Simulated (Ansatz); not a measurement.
# CH5ISi: up Jacob's ladder to CCSD(T)

One table from this session's results is given with a row withheld; the runs are named, their logs left out.

The runs use Ansatz 0.2.0, Gaussian basis; functionals in def2-TZVPP, the program's frozen cores in correlated methods.

Levels to be run: LDA (SPW92), PBE-D4, revPBE-D4, BLYP-D4, r2SCAN-D4, B97M-V, PBE0-D4, B3LYP-D4, r2SCANh-D4, r2SCAN0-D4, HSE06-D4, BHLYP-D4, CAM-B3LYP-D4, LC-ωPBE, ωB97X-V, ωB97M-V, B2PLYP, PBE-QIDH; CCSD(T)/def2-SVP; CCSD(T)/def2-TZVPP; MP2/def2-QZVPP; extrapolation to the limit; RPA on PBE.

## The geometry

An earlier PBE0-D4 in a triple-zeta def2 set relaxation fixed the geometry. I takes the def2 core potential; no spin-orbit term is included.

SMILES `[SiH3]CI`, 8 atoms, charge 0, spin multiplicity 1.

Atoms are counted from 1 here; the program's logs count them from 0.

Bond lengths: Si1–C2 1.877 Å, Si1–H4 1.483 Å, Si1–H5 1.490 Å, Si1–H6 1.483 Å, C2–I3 2.141 Å, C2–H7 1.089 Å, C2–H8 1.089 Å. Angles: C2–Si1–H4 109.6°, C2–Si1–H5 109.0°, C2–Si1–H6 109.6°, H4–Si1–H5 109.3°, H4–Si1–H6 110.0°, H5–Si1–H6 109.3°, Si1–C2–I3 109.8°, Si1–C2–H7 112.7°, Si1–C2–H8 112.7°, I3–C2–H7 106.1°, I3–C2–H8 106.1°, H7–C2–H8 109.0°.

Coordinates:

```xyz
8
charge 0, multiplicity 1
Si   -0.8222    0.4295   -0.1869
C     0.9041   -0.2897   -0.0308
I     0.9618   -1.6914    1.5866
H    -1.7919   -0.6601   -0.4568
H    -0.8436    1.4000   -1.3168
H    -1.1839    1.1304    1.0695
H     1.6553    0.4647    0.1975
H     1.2125   -0.8405   -0.9179
```

Set-up of the first run:

in.yaml

```yaml
crystal:
  periodic: [false, false, false]
  atoms:
    - {symbol: Si, position_ang: [-0.822168, 0.429485, -0.186855]}
    - {symbol: C, position_ang: [0.904149, -0.289673, -0.030801]}
    - {symbol: I, position_ang: [0.961836, -1.691431, 1.586570]}
    - {symbol: H, position_ang: [-1.791901, -0.660076, -0.456805]}
    - {symbol: H, position_ang: [-0.843637, 1.400039, -1.316821]}
    - {symbol: H, position_ang: [-1.183909, 1.130355, 1.069467]}
    - {symbol: H, position_ang: [1.655345, 0.464730, 0.197489]}
    - {symbol: H, position_ang: [1.212484, -0.840528, -0.917943]}
basis:
  gaussian: {orbitals: def2-TZVPP}
hamiltonian: {xc: lda}
output: {orbitals: {seedname: orbitals}}
```

On the command line:

```bash
$ ansatz run in.yaml --threads 2 --pin off --events-out ev --progress --plain --max-ram 4352MiB
```

Steps of the session up to this table: LDA; PBE-D4 (GGA); revPBE-D4 (GGA); BLYP-D4 (GGA); r2SCAN-D4 (meta-GGA); B97M-V (meta-GGA); PBE0-D4 (hybrid); B3LYP-D4 (hybrid); r2SCANh-D4 (hybrid); r2SCAN0-D4 (hybrid); HSE06-D4 (hybrid); BHLYP-D4 (hybrid); CAM-B3LYP-D4 (range-separated); LC-ωPBE (range-separated); ωB97X-V (range-separated); ωB97M-V (range-separated); B2PLYP (double hybrid); PBE-QIDH (double hybrid).

One of the session's tables, all rows but one given; the rest of the session is left out.

It belongs to the step «Frontier levels by functional». 

| functional | HOMO (eV) | gap (eV) |
| --- | --- | --- |
| LDA (SPW92) | -6.32 | 4.10 |
| PBE-D4 | -6.17 | 4.15 |
| revPBE-D4 | -6.12 | 4.18 |
| BLYP-D4 | -6.00 | 4.10 |
| r2SCAN-D4 | -6.44 | 4.63 |
| B97M-V | -6.50 | 4.68 |
| PBE0-D4 | -7.30 | 6.18 |
| B3LYP-D4 | -7.06 | 5.71 |
| r2SCANh-D4 | -6.85 | 5.37 |
| r2SCAN0-D4 | -7.47 | 6.47 |
| HSE06-D4 | -6.91 | 5.41 |
| BHLYP-D4 | -8.26 | 8.10 |
| CAM-B3LYP-D4 | ? | ? |
| LC-ωPBE | -9.90 | 11.00 |
| ωB97X-V | -9.56 | 10.53 |
| ωB97M-V | -9.45 | 10.22 |

Estimate the missing values for CAM-B3LYP-D4.

The run gave: HOMO (eV): -8.56; gap (eV): 8.49. In the column «HOMO (eV)» it lies between ωB97M-V (-9.45) and BHLYP-D4 (-8.26).
